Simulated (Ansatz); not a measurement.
# C3H8Si2: the cost of one run

All numbers below are computed with Ansatz 0.2.0 (RKS PBE0-D4/def2-SVP).

### Step 1. The starting structure

Bond lengths: Si1–C2 1.812 Å, C2–C3 1.346 Å, C3–C4 1.651 Å, C2–Si5 1.861 Å, C4–Si5 1.872 Å, Si1–H6 1.498 Å, Si1–H7 1.526 Å, Si1–H8 1.456 Å, C3–H9 1.055 Å, C4–H10 1.043 Å, C4–H11 1.079 Å, Si5–H12 1.526 Å, Si5–H13 1.496 Å. Angles (14 of 24 angles, heavy atoms first): Si1–C2–C3 134.1°, Si1–C2–Si5 128.9°, C3–C2–Si5 97.0°, C2–C3–C4 99.9°, C3–C4–Si5 86.8°, C2–Si5–C4 76.2°, C2–Si1–H6 113.1°, C2–Si1–H7 110.2°, C2–Si1–H8 112.4°, C2–C3–H9 132.1°, C4–C3–H9 127.7°, C3–C4–H10 112.0°, C3–C4–H11 111.4°, Si5–C4–H10 115.3°.

Coordinates:

```xyz
13

Si   -1.9524    0.8534    0.3093
C    -0.3895   -0.0141    0.0127
C    -0.0676   -1.2820   -0.3057
C     1.5782   -1.1573   -0.3433
Si    1.3461    0.6551    0.0655
H    -2.0243    1.4868    1.6646
H    -2.1102    2.0060   -0.6785
H    -3.1098   -0.0129    0.1354
H    -0.6520   -2.1529   -0.4209
H     1.9644   -1.3547   -1.2923
H     2.0352   -1.7481    0.4352
H     1.7947    1.0533    1.4687
H     1.6077    1.6327   -1.0360
```

### Step 2. End point A

input.yaml

```yaml
crystal:
  periodic: [false, false, false]
  atoms:
    - { symbol: Si, position_ang: [-1.9524, 0.8534, 0.3093] }
    - { symbol: C, position_ang: [-0.3895, -0.0141, 0.0127] }
    - { symbol: C, position_ang: [-0.0676, -1.282, -0.3057] }
    - { symbol: C, position_ang: [1.5782, -1.1573, -0.3433] }
    - { symbol: Si, position_ang: [1.3461, 0.6551, 0.0655] }
    - { symbol: H, position_ang: [-2.0243, 1.4868, 1.6646] }
    - { symbol: H, position_ang: [-2.1102, 2.006, -0.6785] }
    - { symbol: H, position_ang: [-3.1098, -0.0129, 0.1354] }
    - { symbol: H, position_ang: [-0.652, -2.1529, -0.4209] }
    - { symbol: H, position_ang: [1.9644, -1.3547, -1.2923] }
    - { symbol: H, position_ang: [2.0352, -1.7481, 0.4352] }
    - { symbol: H, position_ang: [1.7947, 1.0533, 1.4687] }
    - { symbol: H, position_ang: [1.6077, 1.6327, -1.036] }
basis:
  gaussian: { orbitals: def2-SVP }
hamiltonian:
  xc: pbe0
  dispersion: d4
relax:
  f_tol: 0.015
  max_steps: 40
```

Started as:

```console
> ansatz run input.yaml --threads 2 --pin off --max-ram 3072MiB --backend cpu --events-out ev --progress --plain --runs-dir out
```

What time and memory should one allow on 2 threads of Arm Neoverse V1, shared host?

About 28 s, with a peak of 0.28 GiB.
